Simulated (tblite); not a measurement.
# C3H12N2Si2: the cost of one run

Programs: tblite 0.8.0 and PySCF 2.14.0, with density-fitted response routines of our own. Each step states its level of theory. These are calculated values for one molecule in the gas phase, unless marked as measured. Atoms are numbered from 0 throughout.

### Step 1. The molecule as given

19 atoms, charge 0, multiplicity 1; geometry from: force field or distance geometry start.

Bonds of the start (Å): C0–N1 1.46, N1–Si2 1.68, Si2–C3 1.90, C3–Si4 1.89, Si4–N5 1.69, Si4–C6 1.87, C6–Si2 1.88, C0–H7 1.09, C0–H8 1.10, C0–H9 1.10, N1–H10 1.03, Si2–H11 1.48, C3–H12 1.07, C3–H13 1.08, Si4–H14 1.48, N5–H15 1.02, N5–H16 1.02, C6–H17 1.10, C6–H18 1.10.

### Step 2. Optimising the geometry with GFN2-xTB

The job: settings as JSON, then the geometry in Å.

```
{"job": {"kind": "relax", "xc": "GFN2-xTB", "basis": "xTB"}, "charge": 0, "multiplicity": 1}
C      3.042200     0.679100    -0.198100
N      2.046700    -0.330700     0.138000
Si     0.485400    -0.015700     0.686200
C     -0.578100     0.897700    -0.599100
Si    -1.925600    -0.359200    -0.191900
N     -3.086400     0.206300     0.892300
C     -0.656800    -1.509500     0.564100
H      3.949100     0.206400    -0.568900
H      3.313300     1.284000     0.674700
H      2.660700     1.344200    -0.982900
H      2.484100    -0.997100     0.788100
H      0.525000     0.616300     2.019900
H     -0.202100     0.824600    -1.602600
H     -0.803400     1.929500    -0.353500
H     -2.640200    -0.891000    -1.369700
H     -3.721200    -0.544400     1.161700
H     -3.662300     0.919700     0.456700
H     -0.301900    -2.295800    -0.111600
H     -0.938300    -1.955100     1.530400
```

Command:

```
$ OMP_NUM_THREADS=1 python probes_run.py task.json out
```

The driver reads the jobs from task.json and runs them one after another.

**Question.** How long does this first job take on 1 thread of Arm Neoverse N1, shared host, and how much memory does it need?

About 1.4 s, with a peak of 0.18 GiB.
